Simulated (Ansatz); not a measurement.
# HfOs: the cost of one run

Method: DFT r2SCAN, scalar-relativistic, plane waves, PAW, in Ansatz 0.2.0.

## 1. The system as given

It takes space group Pm-3m (No. 221, cubic). Conventional cell: a = 3.239 Å, b = 3.239 Å, c = 3.239 Å, α = 90.00°, β = 90.00°, γ = 90.00°. Hf (site symmetry m-3m) is surrounded by 8 Os at 2.81 Å. Around Os (site symmetry m-3m) lie 8 Hf at 2.81 Å.

As a file:

```
Hf Os
1.0
     3.23900    0.00000    0.00000
     0.00000    3.23900    0.00000
     0.00000    0.00000    3.23900
Hf Os
1 1
Cartesian
  0.0000 0.0000 0.0000
  1.6195 1.6195 1.6195
```

The structure comes from the Crystallography Open Database.

## 2. The base run

input.yaml

```yaml
crystal:
  lattice:
    - [3.239, 0.0, 0.0]
    - [0.0, 3.239, 0.0]
    - [0.0, 0.0, 3.239]
  atoms:
    - { symbol: Hf, position: [0.0, 0.0, 0.0] }
    - { symbol: Os, position: [0.5, 0.5, 0.5] }
basis:
  ecutwfc: 500
  fft_grid_basis: typed
kpoints:
  mp_grid: { grid: [10, 10, 10] }
hamiltonian:
  xc: r2scan
scf:
  occupations: { method: gaussian, width: 0.05 }
output:
  forces: true
  stress: true
  eigenvalues: true
  bader: true
  write_density: true
  volumetric_format: npy
  elf: true
```

On the command line:

```console
$ ansatz run input.yaml --threads 2 --pin off --max-ram 5120MiB --backend cpu --events-out ev --progress --plain --runs-dir out
```

What time and memory should one allow on 2 threads of Intel Xeon Platinum 8488C (Sapphire Rapids), shared host?

About 7.2 s, with a peak of 0.49 GiB.
